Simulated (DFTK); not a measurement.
The system is HPbNO4.

```
H Pb N O
1.0
     3.85404    0.14384    0.09012
    -0.25320    5.52698    0.16471
    -0.48197   -1.92720    5.72025
H Pb N O
1 1 1 4
Direct
  0.10913 0.65718 0.54463
  0.61029 0.52127 0.15100
  0.91580 0.96263 0.95867
  0.01384 0.13639 0.88084
  0.72398 0.01057 0.12858
  0.00389 0.73732 0.87043
  0.11927 0.59324 0.37651
```

The cell was built by a generator and needn't be a form met in nature.

Base run:

- Program: DFTK 0.8.2
- Functional: PBE
- Potentials or basis: dojo.nc.sr.pbe.v0_4_1.standard.upf (PBE)
- Cutoff: 1143 eV
- k mesh: 4 × 3 × 3
- Occupations: fermi-dirac, width 0.05 eV
- Spin: no spin polarisation

Its results: band gap on the k mesh 3.20 eV, indirect (least direct gap 3.29 eV); pressure 0.0 GPa; largest force 0.208 eV/Å.

Question: The run is repeated on the same cell with these changes: functional from PBE to TASK; potentials or basis from dojo.nc.sr.pbe.v0_4_1.standard.upf (PBE) to in-house norm-conserving set (r2SCAN, scalar relativistic); cutoff from 1143 eV to 1279 eV. What comes out?

Answer: Band gap on the k mesh 3.99 eV, indirect (least direct gap 4.04 eV); pressure 1.3 GPa; largest force 1.416 eV/Å.

Caveats: spin-orbit coupling is left out, which as a rule narrows the gap of such compounds by several tenths of an eV; the mesh misses the band edges, which the band path finds closer together; the program warned that the kinetic-energy density falls under its von Weizsäcker bound, which can give unphysical results (some runs); the potentials were made for another functional, which shifts forces and pressure (some runs).
